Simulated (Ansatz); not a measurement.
# BFH₈Si₃, SMILES B[SiH](F)[SiH2][SiH3]: a single point from an input written key by key

Run with Ansatz 0.2.0, Python API.

`bfh8si3_deck.py`:
```python
'''BFH8Si3 through the session interface.'''

import ansatz as az
import numpy as np


def main() -> None:
    deck = {
        'crystal': {
            'periodic': [False, False, False],
            'atoms': [
                {'symbol': 'B', 'position_ang': [0.5638, -0.8342, 2.0928]},
                {'symbol': 'Si', 'position_ang': [-0.2415, 0.8234, 1.316]},
                {'symbol': 'F', 'position_ang': [-1.9515, 0.7739, 1.4212]},
                {'symbol': 'Si', 'position_ang': [0.4244, 0.9793, -0.8351]},
                {'symbol': 'Si', 'position_ang': [-0.4093, -0.8358, -1.9322]},
                {'symbol': 'H', 'position_ang': [1.1648, -1.4962, 1.4085]},
                {'symbol': 'H', 'position_ang': [0.3443, -1.0511, 3.2188]},
                {'symbol': 'H', 'position_ang': [0.309, 2.0156, 2.0375]},
                {'symbol': 'H', 'position_ang': [1.82, 1.0356, -0.893]},
                {'symbol': 'H', 'position_ang': [-0.2292, 2.1843, -1.3982]},
                {'symbol': 'H', 'position_ang': [0.1589, -2.0378, -1.2914]},
                {'symbol': 'H', 'position_ang': [-1.857, -0.8712, -1.783]},
                {'symbol': 'H', 'position_ang': [-0.0763, -0.7206, -3.3472]},
            ],
        },
        'basis': {'gaussian': {'orbitals': 'def2-SVP'}},
        'hamiltonian': {'xc': 'b3lyp'},
        'output': {'forces': True},
    }
    session = az.Session.from_dict(deck)
    summary = session.plan(threads=1).execute().report

    for key in ('converged', 'free_energy_ev', 'reference_energy_ev', 'n_frozen', 'n_occupied', 'n_virtual'):
        print(f'{key:22s} {summary[key]}')
    symbols = ['B', 'Si', 'F', 'Si', 'Si', 'H', 'H', 'H', 'H', 'H', 'H', 'H', 'H']

    print('forces (eV/A)')
    for symbol, f in zip(symbols, summary['forces_ev_ang']):
        print(f'  {symbol:2s} {f[0]:9.4f} {f[1]:9.4f} {f[2]:9.4f}')
    charges = summary['charge_distribution']
    print('dipole moment', round(4.803205 * float(np.linalg.norm(charges['dipole_moment_e_ang'])), 3), 'D')
    print('Mulliken:', [(s, round(q, 3)) for s, q in zip(symbols, charges['mulliken_charges_e'])])


if __name__ == '__main__':
    main()
```

Output of `python bfh8si3_deck.py`:
```text
converged              True
free_energy_ev         -27147.56012415304
reference_energy_ev    -27147.56012415304
n_frozen               0
n_occupied             [32, 32]
n_virtual              [90, 90]
forces (eV/A)
  B    -1.4290    1.4316    0.7243
  Si   -1.4793    0.2030    0.7590
  F     1.8329    0.1017   -0.0475
  Si   -2.0916    0.5667   -0.4543
  Si    0.1697   -0.1994    0.0201
  H     1.3980   -1.4627   -1.0525
  H     0.0295   -0.5178    0.8878
  H    -0.2513    0.0441    0.1758
  H     2.0937    0.1601   -0.0694
  H     0.1292    0.3034   -0.2791
  H     0.1340   -0.3891   -0.0591
  H    -0.7032   -0.0285    0.0657
  H     0.1674   -0.2133   -0.6707
dipole moment 1.918 D
Mulliken: [('B', -0.045), ('Si', 0.536), ('F', -0.376), ('Si', 0.066), ('Si', 0.235), ('H', 0.013), ('H', 0.006), ('H', -0.092), ('H', -0.072), ('H', -0.058), ('H', -0.08), ('H', -0.063), ('H', -0.068)]
```

Total energies depend on the basis set; only differences at equal settings carry meaning. The geometry is a force-field or estimated start, not a minimum of this method, and the basis set is short of its limit. b3lyp holds the VWN-RPA fit, as in Gaussian; the form of ORCA and Turbomole is b3lyp5. Timing: 5.5 s on 1 thread of Arm Neoverse V2 (shared host), peak memory 0.32 GiB.
